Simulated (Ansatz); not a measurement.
CH4OSi, SMILES CO[SiH]: the interaction energy of a dimer with the counterpoise correction, run with the Ansatz DFT code, driven from Python.

Script `ch4osi.py`:
```python
# -*- coding: utf-8 -*-
"""Binding of a CH4OSi dimer at a trial geometry."""

import ansatz as az

FIRST = [
    ("C", (-0.5173, 0.3747, -0.37)),
    ("O", (-0.5758, -0.7725, 0.3931)),
    ("Si", (0.7624, -1.1714, 1.2395)),
    ("H", (-1.473, 0.5327, -0.8591)),
    ("H", (0.1907, 0.3637, -1.1929)),
    ("H", (-0.3999, 1.3183, 0.2446)),
    ("H", (2.0131, -0.6457, 0.5446)),
]
SECOND = [
    ("C", (4.4401, -3.9159, -2.6666)),
    ("O", (4.8968, -2.6706, -2.2892)),
    ("Si", (3.772, -1.5249, -1.9919)),
    ("H", (5.2844, -4.5823, -2.8105)),
    ("H", (3.9145, -3.963, -3.6153)),
    ("H", (3.8498, -4.443, -1.8569)),
    ("H", (2.5132, -1.7836, -2.8116)),
]

def energy(atoms, ghosts=()):
    molecule = az.Crystal.molecule()
    for symbol, xyz in atoms:
        molecule = molecule.atom(symbol, xyz)
    calc = (
        molecule.calculation()
        .basis(gaussian="def2-SVP")
        .functional("r2scan")
        .accuracy("medium")
    )
    deck = calc.input()
    if ghosts:
        deck = deck.set(az.key.basis.gaussian.ghost_atoms, [{"symbol": s, "position_ang": list(xyz)} for s, xyz in ghosts])
    return az.Session.from_dict(deck).plan().execute().report["free_energy_ev"]

# ghost atoms carry the functions of the partner
both = energy(FIRST + SECOND)
alone = energy(FIRST) + energy(SECOND)
ghosted = energy(FIRST, SECOND) + energy(SECOND, FIRST)
print(f"dimer {both:.6f} eV")
print(f"interaction, uncorrected   {96.485332 * (both - alone):8.3f} kJ/mol")
print(f"interaction, counterpoise  {96.485332 * (both - ghosted):8.3f} kJ/mol")
print(f"basis-set superposition    {96.485332 * (alone - ghosted):8.3f} kJ/mol")
```

How large is the interaction at this pose, and how much of it is basis-set superposition?

Uncorrected it is -1.940 kJ/mol, with the counterpoise correction -0.686 kJ/mol; the difference, 1.25 kJ/mol, is the superposition error.

The output:

Running `python ch4osi.py` prints:
```text
dimer -22035.897403 eV
interaction, uncorrected     -1.940 kJ/mol
interaction, counterpoise    -0.686 kJ/mol
basis-set superposition       1.254 kJ/mol
```

Reading the output:
- These settings explore the input space; basis and method may be short of convergence.
- The dimer is a generated trial pose of unrelaxed monomers, not a minimum, so the figure is no binding energy, and the basis set is small.
- This level lacks the dispersion part of the attraction (electrostatics and induction are there), which can decide the sign where the interaction is weak.
- Wall time of the script: 25 s on 1 thread of Arm Neoverse V1, on a shared host, peak memory 0.24 GiB.

(A comment or docstring line of the script was reworded after the run, the code is as it ran; lines on the test bed's own set-up are left out of the output.)
